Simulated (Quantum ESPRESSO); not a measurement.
# Sn3Se (Fm-3m) in Quantum ESPRESSO: a series of runs, part 2 of 2

Quantum ESPRESSO 7.5.

**3. Single point, LDA, 24.45 Å³/atom**

Contents of pw.in:

```
&CONTROL
  calculation = 'scf'
  prefix = 'pwscf'
  outdir = './tmp'
  pseudo_dir = './pseudo'
  tprnfor = .true.
  tstress = .true.
  disk_io = 'nowf'
/
&SYSTEM
  ibrav = 0
  nat = 4
  ntyp = 2
  ecutwfc = 68
  ecutrho = 544
  nbnd = 33
  occupations = 'smearing'
  smearing = 'fd'
  degauss = 0.00367493
/
&ELECTRONS
  conv_thr = 8d-10
  electron_maxstep = 120
  mixing_beta = 0.5
/
ATOMIC_SPECIES
Sn   118.7100 sn_lda_v1.4.uspp.F.UPF
Se    78.9710 se_lda_v1.uspp.F.UPF
CELL_PARAMETERS angstrom
   0.0000000000    3.6569301267    3.6569301267
   3.6569301267    0.0000000000    3.6569301267
   3.6569301267    3.6569301267    0.0000000000
ATOMIC_POSITIONS crystal
Sn     0.5000000000    0.5000000000    0.5000000000
Sn     0.7500000000    0.7500000000    0.7500000000
Sn     0.2500000000    0.2500000000    0.2500000000
Se     0.0000000000    0.0000000000    0.0000000000
K_POINTS automatic
6 6 6 0 0 0
```

Potentials or basis: GBRV 1.5 LDA.

On the command line:

```sh
> OMP_NUM_THREADS=1 mpirun -n 2 pw.x -nk 2 -in pw.in > pw.out
```

pw.out:

```text
This program is part of the open-source Quantum ESPRESSO suite
     for quantum simulation of materials; please cite
         "P. Giannozzi et al., J. Phys.:Condens. Matter 21 395502 (2009);
         "P. Giannozzi et al., J. Phys.:Condens. Matter 29 465901 (2017);
         "P. Giannozzi et al., J. Chem. Phys. 152 154105 (2020);
     in publications or presentations arising from this work. More details at

     Message from routine setup:
     using ibrav=0 with symmetry is DISCOURAGED, use correct ibrav instead

     K-points division:     npool     =       2
     Subspace diagonalization in iterative solution of the eigenvalue problem:
     a serial algorithm will be used

     G-vector sticks info
     --------------------
     sticks:   dense  smooth     PW     G-vecs:    dense   smooth      PW
     Sum        3571    1789    511               141359    50237    7631

     Using Slab Decomposition

     bravais-lattice index     =            0
     lattice parameter (alat)  =       9.7731  a.u.
     unit-cell volume          =     660.0496 (a.u.)^3
     number of atoms/cell      =            4
     number of atomic types    =            2
     number of electrons       =        48.00
     number of Kohn-Sham states=           33
     kinetic-energy cutoff     =      68.0000  Ry
     charge density cutoff     =     544.0000  Ry
     scf convergence threshold =      8.0E-10
     mixing beta               =       0.5000
     number of iterations used =            8  plain     mixing
     Exchange-correlation= SLA  PZ   NOGX NOGC
                           (   1   1   0   0   0   0   0)
[... 263 lines left out ...]
    19.4071

          k =-0.7071 0.0000 0.0000 (  6314 PWs)   bands (ev):

   -10.9627 -10.9627 -10.9574 -10.9568 -10.9351 -10.9127 -10.9127 -10.8936
   -10.8881 -10.8545 -10.6431 -10.6276 -10.6205 -10.5917 -10.5917  -2.3663
     1.7578   2.9443   4.0709   5.3942   5.3942  10.2727  11.0304  11.0304
    11.6232  13.3376  13.3376  13.9924  14.7906  16.0596  16.0596  16.7987
    17.3746
[... 11 lines left out ...]
   -10.9573 -10.9554 -10.9444 -10.9363 -10.9294 -10.9278 -10.9222 -10.9019
   -10.8833 -10.8833 -10.6250 -10.6231 -10.6175 -10.6106 -10.5934  -2.3964
     1.7215   2.6608   3.6070   7.1039   7.1177   8.7239   8.9377  10.5088
    11.0457  12.6882  13.4651  14.0376  15.0181  15.7636  16.2117  18.9928
    19.3321

          k =-0.7071 0.2357 0.0000 (  6238 PWs)   bands (ev):

   -10.9589 -10.9566 -10.9468 -10.9437 -10.9400 -10.9237 -10.9196 -10.8954
   -10.8873 -10.8676 -10.6291 -10.6262 -10.6213 -10.6036 -10.5904  -2.3542
     2.0755   2.6485   3.0055   6.4842   7.0102   8.7434   9.2769  11.2058
    11.8513  13.3674  13.5999  14.3147  14.9427  15.0229  15.6533  18.0080
    19.4409

     the Fermi energy is    10.5237 ev

!    total energy              =    -519.89819811 Ry
     estimated scf accuracy    <          3.5E-10 Ry
     smearing contrib. (-TS)   =      -0.00218571 Ry
     internal energy E=F+TS    =    -519.89601240 Ry

     The total energy is F=E-TS. E is the sum of the following terms:
     one-electron contribution =    -163.40795852 Ry
     hartree contribution      =     116.16743107 Ry
     xc contribution           =    -156.51977209 Ry
     ewald contribution        =    -316.13571287 Ry

     convergence has been achieved in  12 iterations

     Forces acting on atoms (cartesian axes, Ry/au):

     atom    1 type  1   force =     0.00000000    0.00000000    0.00000000
     atom    2 type  1   force =     0.00000000   -0.00000000   -0.00000000
     atom    3 type  1   force =    -0.00000000    0.00000000    0.00000000
     atom    4 type  2   force =    -0.00000000    0.00000000    0.00000000

     Total force =     0.000000     Total SCF correction =     0.000000

     Computing stress (Cartesian axis) and pressure

          total   stress  (Ry/bohr**3)                   (kbar)     P=      -17.75
  -0.00012068   0.00000000   0.00000000          -17.75        0.00        0.00
   0.00000000  -0.00012068   0.00000000            0.00      -17.75        0.00
   0.00000000   0.00000000  -0.00012068            0.00        0.00      -17.75

=------------------------------------------------------------------------------=
   JOB DONE.
=------------------------------------------------------------------------------=
```

Run time: 65 s. Hardware: 2 MPI ranks of Arm Neoverse V2, shared host; peak memory 0.7 GiB.

Results:

```yaml
Free_energy: -7073.5753 eV
Pressure: -1.8 GPa
Band_gap_on_the_k_mesh: none (metal or under the smearing width)
```

**4. Single point, LDA, 24.97 Å³/atom**

Changes to pw.in since step 3:

```diff
@@ -29,5 +29,5 @@
 CELL_PARAMETERS angstrom
-   0.0000000000    3.6569301267    3.6569301267
-   3.6569301267    0.0000000000    3.6569301267
-   3.6569301267    3.6569301267    0.0000000000
+   0.0000000000    3.6826840043    3.6826840043
+   3.6826840043    0.0000000000    3.6826840043
+   3.6826840043    3.6826840043    0.0000000000
 ATOMIC_POSITIONS crystal
```

On the command line:

```sh
> OMP_NUM_THREADS=1 mpirun -n 2 pw.x -nk 2 -in pw.in > pw.out
```

Wall time 64 s (2 MPI ranks of Arm Neoverse V2, shared host); peak memory 0.7 GiB.

The run converged. Its results:

| Quantity | Value |
| --- | --- |
| Free energy | -7073.5480 eV |
| Pressure | -2.9 GPa |
| Band gap on the k mesh | none (metal or under the smearing width) |

**5. Single point, LDA, 25.49 Å³/atom**

Changes to pw.in since step 4:

```diff
@@ -29,5 +29,5 @@
 CELL_PARAMETERS angstrom
-   0.0000000000    3.6826840043    3.6826840043
-   3.6826840043    0.0000000000    3.6826840043
-   3.6826840043    3.6826840043    0.0000000000
+   0.0000000000    3.7080826276    3.7080826276
+   3.7080826276    0.0000000000    3.7080826276
+   3.7080826276    3.7080826276    0.0000000000
 ATOMIC_POSITIONS crystal
```

On the command line:

```sh
> OMP_NUM_THREADS=1 mpirun -n 2 pw.x -nk 2 -in pw.in > pw.out
```

Run time: 63 s. Hardware: 2 MPI ranks of Arm Neoverse V2, shared host; peak memory 0.74 GiB.

Results (log left out):

```yaml
Free_energy: -7073.5069 eV
Pressure: -3.8 GPa
Band_gap_on_the_k_mesh: none (metal or under the smearing width)
```

**6. Single point, LDA, 26.01 Å³/atom**

Changes to pw.in since step 5:

```diff
@@ -29,5 +29,5 @@
 CELL_PARAMETERS angstrom
-   0.0000000000    3.7080826276    3.7080826276
-   3.7080826276    0.0000000000    3.7080826276
-   3.7080826276    3.7080826276    0.0000000000
+   0.0000000000    3.7331380000    3.7331380000
+   3.7331380000    0.0000000000    3.7331380000
+   3.7331380000    3.7331380000    0.0000000000
 ATOMIC_POSITIONS crystal
```

Potentials or basis: GBRV 1.5 LDA.

On the command line:

```sh
> OMP_NUM_THREADS=1 mpirun -n 2 pw.x -nk 2 -in pw.in > pw.out
```

Wall time 63 s (2 MPI ranks of Arm Neoverse V2, shared host); peak memory 0.74 GiB.

The run converged. Its results:

```yaml
Free_energy: -7073.4541 eV
Pressure: -4.7 GPa
Band_gap_on_the_k_mesh: none (metal or under the smearing width)
```

**7. Single point, LDA, 26.53 Å³/atom**

Changes to pw.in since step 6:

```diff
@@ -29,5 +29,5 @@
 CELL_PARAMETERS angstrom
-   0.0000000000    3.7331380000    3.7331380000
-   3.7331380000    0.0000000000    3.7331380000
-   3.7331380000    3.7331380000    0.0000000000
+   0.0000000000    3.7578614887    3.7578614887
+   3.7578614887    0.0000000000    3.7578614887
+   3.7578614887    3.7578614887    0.0000000000
 ATOMIC_POSITIONS crystal
```

On the command line:

```sh
> OMP_NUM_THREADS=1 mpirun -n 2 pw.x -nk 2 -in pw.in > pw.out
```

Run time: 65 s. Hardware: 2 MPI ranks of Arm Neoverse V2, shared host; peak memory 0.76 GiB.

Results (log left out):

```
Free energy            : -7073.3907 eV
Pressure               : -5.4 GPa
Band gap on the k mesh : none (metal or under the smearing width)
```

**8. Single point, LDA, 27.05 Å³/atom**

Changes to pw.in since step 7:

```diff
@@ -29,5 +29,5 @@
 CELL_PARAMETERS angstrom
-   0.0000000000    3.7578614887    3.7578614887
-   3.7578614887    0.0000000000    3.7578614887
-   3.7578614887    3.7578614887    0.0000000000
+   0.0000000000    3.7822638705    3.7822638705
+   3.7822638705    0.0000000000    3.7822638705
+   3.7822638705    3.7822638705    0.0000000000
 ATOMIC_POSITIONS crystal
```

On the command line:

```sh
> OMP_NUM_THREADS=1 mpirun -n 2 pw.x -nk 2 -in pw.in > pw.out
```

It took 64 s on 2 MPI ranks of Arm Neoverse V2, shared host; peak memory 0.76 GiB.

It converged, with:

* Free energy: -7073.3183 eV
* Pressure: -6.1 GPa
* Band gap on the k mesh: none (metal or under the smearing width)

**9. Single point, LDA, 27.57 Å³/atom**

Changes to pw.in since step 8:

```diff
@@ -29,5 +29,5 @@
 CELL_PARAMETERS angstrom
-   0.0000000000    3.7822638705    3.7822638705
-   3.7822638705    0.0000000000    3.7822638705
-   3.7822638705    3.7822638705    0.0000000000
+   0.0000000000    3.8063553727    3.8063553727
+   3.8063553727    0.0000000000    3.8063553727
+   3.8063553727    3.8063553727    0.0000000000
 ATOMIC_POSITIONS crystal
```

Potentials or basis: GBRV 1.5 LDA.

On the command line:

```sh
> OMP_NUM_THREADS=1 mpirun -n 2 pw.x -nk 2 -in pw.in > pw.out
```

It took 65 s on 2 MPI ranks of Arm Neoverse V2, shared host; peak memory 0.78 GiB.

The run converged. Its results:

```yaml
Free_energy: -7073.2377 eV
Pressure: -6.7 GPa
Band_gap_on_the_k_mesh: none (metal or under the smearing width)
```

**10. Equation of state, LDA**

This step only gathers the single runs of the series.

Results:

```
Equilibrium volume : 23.83 Å³/atom (rough: see the caveat)
Bulk modulus       : 63 GPa (rough)
```

Energy against volume, from the lowest point:
| volume (Å³/atom) | energy (meV/atom) |
| --- | --- |
| 24.452 | 0.00 |
| 24.973 | 6.84 |
| 25.493 | 17.12 |
| 26.013 | 30.30 |
| 26.533 | 46.15 |
| 27.054 | 64.27 |
| 27.574 | 84.40 |

Caveat: the minimum lies outside the volumes run.

**11. For comparison**

An earlier run on the cell as given: functional PBEsol; potentials or basis GBRV 1.5 PBEsol; cutoff 925 eV; density cutoff 7401 eV; k mesh 6 × 6 × 6; occupations fermi-dirac, width 0.05 eV; no spin polarisation.

- Pressure: -3.4 GPa
- Band gap on the k mesh: none (metal or under the smearing width)

**12. Overview**

| task | level | potentials or basis | form of the LDA correlation | gap on the mesh (eV) | pressure (GPa) |
| --- | --- | --- | --- | --- | --- |
| band structure | PBEsol | GBRV 1.5 PBEsol | - | none | -3.4 |
| equation of state | LDA | GBRV 1.5 LDA | PZ81 | - | - |
| single point | PBEsol | GBRV 1.5 PBEsol | - | none | -3.4 |

Alike in all rows: no spin polarisation; cell as given; k mesh 6 × 6 × 6; cutoff (eV) 925; smearing fermi-dirac 0.05 eV.

Caveats: some levels on the path didn't converge (some runs); spin-orbit coupling is left out, which moves the levels of the heavy elements (some runs); the minimum lies outside the volumes run (some runs).

Absolute energies hang on the potentials; compare differences alone.
